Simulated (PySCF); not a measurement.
# C4H9N3SSi: magnetic properties

Aim: compute the magnetic properties of C4H9N3SSi (`CN(C)c1snnc1[SiH3]`).

Programs: PySCF 2.14.0, with routines of our own; each step states its level. All values are computed. Atoms count from 0.

## (1) The system as given

18 atoms, charge 0, multiplicity 1; geometry from: GFN2-xTB.

## (2) Magnetic properties: GIAO PBE/pcSseg-1

Job settings and geometry (Å):

```
{"job": {"kind": "mag", "xc": "PBE", "basis": "pcSseg-1", "isotopologues": 0}, "charge": 0, "multiplicity": 1}
C     -1.044689    -1.324727     0.270558
N     -1.000338     0.118226     0.207044
C     -2.293757     0.757649     0.174234
C      0.048259     0.773178    -0.345965
S     -0.161736     2.297820    -1.158218
N      1.488602     2.417067    -1.426659
N      2.117899     1.434177    -0.979631
C      1.412603     0.474114    -0.361815
Si     2.439388    -0.893247     0.405709
H     -0.050817    -1.741103     0.146198
H     -1.440046    -1.633397     1.240378
H     -1.695492    -1.725066    -0.515548
H     -2.735960     0.742249    -0.829668
H     -2.958968     0.238782     0.862917
H     -2.198108     1.795770     0.492221
H      1.911953    -1.184055     1.744981
H      2.336138    -2.113592    -0.408615
H      3.816310    -0.427527     0.470223
```

Method: GIAO PBE/pcSseg-1 magnetisability, rotational g tensor and spin-rotation constants, non-relativistic, gas phase.

The run is started by

```console
$ OMP_NUM_THREADS=1 python excited_run.py task.json out
```

The driver reads the jobs from task.json and runs them one after another.

The log of the run:

```text
coarse grid: 16360 points
cycle   1  E = -1008.8189711942  dE =  1.244e+00  |g| = 5.004e-01  |ddm| = 4.240e+00
cycle   2  E = -1008.5675198842  dE =  2.515e-01  |g| = 1.072e+00  |ddm| = 1.890e+00
cycle   3  E = -1008.8519239546  dE = -2.844e-01  |g| = 3.624e-01  |ddm| = 1.643e+00
cycle   4  E = -1008.8846174353  dE = -3.269e-02  |g| = 8.555e-02  |ddm| = 4.442e-01
cycle   5  E = -1008.8857382069  dE = -1.121e-03  |g| = 5.063e-02  |ddm| = 1.517e-01
cycle   6  E = -1008.8862427459  dE = -5.045e-04  |g| = 2.822e-02  |ddm| = 7.822e-02
cycle   7  E = -1008.8864041992  dE = -1.615e-04  |g| = 9.883e-03  |ddm| = 3.064e-02
cycle   8  E = -1008.8864251838  dE = -2.098e-05  |g| = 1.525e-03  |ddm| = 9.495e-03
cycle   9  E = -1008.8864256635  dE = -4.797e-07  |g| = 6.880e-04  |ddm| = 2.080e-03
final grid: 149832 points
cycle  10  E = -1008.9545164767  dE = -1.105e-05  |g| = 1.679e-02  |ddm| = 5.717e-02
cycle  11  E = -1008.9542092372  dE =  3.072e-04  |g| = 3.740e-02  |ddm| = 5.685e-02
cycle  12  E = -1008.9545719386  dE = -3.627e-04  |g| = 7.956e-03  |ddm| = 4.758e-02
cycle  13  E = -1008.9545873623  dE = -1.542e-05  |g| = 1.843e-03  |ddm| = 8.747e-03
cycle  14  E = -1008.9545880723  dE = -7.100e-07  |g| = 4.898e-04  |ddm| = 1.858e-03
cycle  15  E = -1008.9545881158  dE = -4.353e-08  |g| = 2.645e-04  |ddm| = 8.193e-04
cycle  16  E = -1008.9545881335  dE = -1.772e-08  |g| = 6.887e-05  |ddm| = 3.528e-04
cycle  17  E = -1008.9545881345  dE = -9.732e-10  |g| = 2.750e-05  |ddm| = 8.978e-05
converged SCF energy = -1008.9545881345

Magnetisability tensor (1e-30 J/T^2)
    -1257.22      -89.28      -17.83
      -89.28    -1403.68     -307.61
      -17.83     -307.61    -1710.93
isotropic -1457.28   principal values   -1907.14  -1301.25  -1163.45
isotropic susceptibility -87.759 1e-6 cm^3/mol

Inertial axes            a          b          c
rot. const./GHz      1.4316     1.2068     0.6755
chi total           -71.739    -77.077   -114.462
chi diamagnetic    -968.321  -1132.590  -1895.293
chi paramagnetic    896.582   1055.513   1780.831
quadrupole/D A        6.484     -4.975     -1.509
g nuclear            0.5659     0.5740     0.5627
g electronic        -0.6030    -0.5984    -0.5652
g total             -0.0372    -0.0245    -0.0025

Spin-rotation constants (kHz, H = +C I.J)
atom  isotope        aa         bb         cc
  1    14N        0.123      0.074      0.033
  5    14N        0.435      0.226      0.072
  6    14N        0.406      0.396      0.060
  9     1H        0.050     -0.110     -0.073
 10     1H       -0.148     -0.018     -0.034
 11     1H       -0.106     -0.122      0.000
 12     1H       -0.102     -0.121     -0.003
 13     1H       -0.144      0.028     -0.066
 14     1H       -0.135     -0.048     -0.030
 15     1H       -0.123     -0.026     -0.016
 16     1H       -0.111     -0.078      0.009
 17     1H       -0.006     -0.048     -0.055
  0    13C*       0.282      0.205      0.139
  3    13C*       0.652      0.559      0.184
  4    33S*       0.825      0.553      0.275
  7    13C*       0.535      0.432      0.140
  8   29Si*      -0.756     -0.649     -0.385
* in the singly substituted isotopologue
```

Wall time 76 s (1 thread of Arm Neoverse V1, shared host); peak memory 0.79 GiB.

Key values:

```
              quantity                      value
       magnetisability           -1457·10⁻³⁰ J/T²
  molar susceptibility         -87.8·10⁻⁶ cm³/mol
rotational g (a, b, c)  -0.0372, -0.0245, -0.0025
```

Orbitals, density, ELF and potential are computed afterwards from the orbital file.

Frontier orbitals at PBE/pcSseg-1, with the share of their density that lies nearest to each atom:

```
orbital  energy (eV)                                   lies on
   HOMO        -5.24  N1, N5 about 23 % each; C7 17 %; N6 13 %
   LUMO        -1.69                 C3 23 %; N5 22 %; S4 21 %
```

ELF in a plane through or near 8 of the atoms.

Ten even steps from ' ' (0.00) to '@' (1.00):
```
                                                        
                                                        
                  --**##--    ....                      
                  ++%%@@**..::**##++::                  
                  ::##**##++++**@@%%++                  
            ==##%%**##**##**==**##%%--                  
            ==%%@@==--++..++::::**==                    
              --**##%%##--++%%##..  ..--::              
      ::####::    ==::==%%--==++::::++##**--            
      ##@@@@@@**--@@%%==##++##%%**%%--==**--            
      ##@@@@@@..==..%%**..  --++--**==####==            
      ::++##++..++::....  ::==%%##::  **%%##..          
          ..--++====::  ##@@%%::==++..  ..::            
            ::==++--..  %%@@####@@%%--                  
                ..      ::--..**@@%%==                  
                              ..++--                    
                                                        
                                                        
                                                        
                                                        
```
The map spans 12.9 Å across and 11.1 Å up, centred on the molecule. Atoms in the plane (x, y in Å): C0 (0.8, -1.5), N1 (1.0, -0.1), C3 (0.1, 0.8), S4 (0.5, 2.5), N5 (-1.1, 3.0), N6 (-1.9, 2.0), C7 (-1.3, 0.8), Si8 (-2.5, -0.6).

On the surface of density 0.002 e/bohr³ the electrostatic potential runs, from the 1st to the 99th percentile, from -1.85 V near N5 to 1.29 V near H13.

## (3) Magnetic properties: common gauge origin BP86/6-31G

Settings changed since step 2:

```diff
@@ -1,2 +1,2 @@
-{"job": {"kind": "mag", "xc": "PBE", "basis": "pcSseg-1", "isotopologues": 0}, "charge": 0, "multiplicity": 1}
+{"job": {"kind": "mag", "xc": "BP86", "basis": "6-31G", "gauge": [0, 0, 0]}, "charge": 0, "multiplicity": 1}
 C     -1.044689    -1.324727     0.270558
```

With the program's defaults for keys left out, this is: common gauge origin BP86/6-31G magnetisability, rotational g tensor and spin-rotation constants, non-relativistic, gas phase.

The log of the run:

```text
coarse grid: 16360 points
cycle   1  E = -1009.6389731036  dE =  1.424e+00  |g| = 4.392e-01  |ddm| = 4.712e+00
cycle   2  E = -1009.4551646037  dE =  1.838e-01  |g| = 9.100e-01  |ddm| = 2.581e+00
cycle   3  E = -1009.6759590209  dE = -2.208e-01  |g| = 2.906e-01  |ddm| = 1.903e+00
cycle   4  E = -1009.6982097980  dE = -2.225e-02  |g| = 7.453e-02  |ddm| = 4.952e-01
cycle   5  E = -1009.6991514040  dE = -9.416e-04  |g| = 4.736e-02  |ddm| = 1.844e-01
cycle   6  E = -1009.6996894548  dE = -5.381e-04  |g| = 1.887e-02  |ddm| = 7.850e-02
cycle   7  E = -1009.6997656307  dE = -7.618e-05  |g| = 5.581e-03  |ddm| = 2.793e-02
cycle   8  E = -1009.6997732051  dE = -7.574e-06  |g| = 1.260e-03  |ddm| = 9.701e-03
final grid: 149832 points
cycle   9  E = -1009.5736292447  dE = -2.234e-05  |g| = 6.531e-03  |ddm| = 3.473e-02
cycle  10  E = -1009.5735912867  dE =  3.796e-05  |g| = 1.309e-02  |ddm| = 2.354e-02
cycle  11  E = -1009.5736349674  dE = -4.368e-05  |g| = 4.570e-03  |ddm| = 2.207e-02
cycle  12  E = -1009.5736402665  dE = -5.299e-06  |g| = 6.654e-04  |ddm| = 5.757e-03
cycle  13  E = -1009.5736403844  dE = -1.179e-07  |g| = 2.313e-04  |ddm| = 1.347e-03
cycle  14  E = -1009.5736403965  dE = -1.214e-08  |g| = 1.255e-04  |ddm| = 5.715e-04
cycle  15  E = -1009.5736404007  dE = -4.200e-09  |g| = 2.319e-05  |ddm| = 1.802e-04
cycle  16  E = -1009.5736404008  dE = -1.203e-10  |g| = 7.530e-06  |ddm| = 4.051e-05
converged SCF energy = -1009.5736404008

Magnetisability tensor (1e-30 J/T^2)
   -11026.61    -1677.70      312.79
    -1677.70   -12868.83    -3193.60
      312.79    -3193.60   -17560.30
isotropic -13818.58   principal values  -19206.31 -12764.75  -9484.69
isotropic susceptibility -832.174 1e-6 cm^3/mol

Inertial axes            a          b          c
rot. const./GHz      1.4316     1.2068     0.6755
chi total          -586.016   -754.171  -1156.337
chi diamagnetic    -968.517  -1131.699  -1896.012
chi paramagnetic    382.501    377.528    739.675
quadrupole/D A        6.803     -6.502     -0.302
g nuclear            0.5659     0.5740     0.5627
g electronic        -0.2573    -0.2140    -0.2347
g total              0.3086     0.3599     0.3280

Spin-rotation constants (kHz, H = +C I.J)
atom  isotope        aa         bb         cc
  1    14N        0.065      0.024     -0.033
  5    14N        0.544      0.154      0.099
  6    14N        0.392      0.328      0.041
  9     1H       -0.138     -0.778     -0.532
 10     1H        0.649     -0.416      0.231
 11     1H        0.313     -0.192      0.021
 12     1H       -0.632      0.312      0.069
 13     1H        0.347      0.304      0.270
 14     1H       -0.833      0.393     -0.192
 15     1H        0.070     -0.268     -0.102
 16     1H       -0.166      0.094      0.141
 17     1H       -0.444      1.002      0.307
  0    13C*       0.212      0.012      0.050
  3    13C*       0.244      0.206     -0.153
  4    33S*       0.903      0.569      0.288
  7    13C*       0.214      0.068     -0.164
  8   29Si*      -0.645     -0.498     -0.254
* in the singly substituted isotopologue
```

Run time: 25 s. Hardware: 1 thread of Arm Neoverse V1, shared host; peak memory 0.5 GiB.

The run ended normally, but its values are not to be used for the molecule: a common gauge origin replaces GIAOs, so the magnetic properties depend on where the origin lies.

## (4) Summary of results

| quantity | value |
| --- | --- |
| magnetisability (step 2, GIAO PBE/pcSseg-1) | -1457·10⁻³⁰ J/T² |
| molar susceptibility (step 2, GIAO PBE/pcSseg-1) | -87.8·10⁻⁶ cm³/mol |
| rotational g (a, b, c) (step 2, GIAO PBE/pcSseg-1) | -0.0372, -0.0245, -0.0025 |
| surface potential, 1st and 99th percentile | -1.85 V and 1.29 V |
| runs | 0 failed, 1 ended on unsound input |

At PBE/pcSseg-1, counted by nearest atom on the grid, the HOMO lies on N1, N5 about 23 % each; C7 17 %, the LUMO on C3 23 %; N5 22 %. Vibrational averaging and real surroundings are missing from these values.
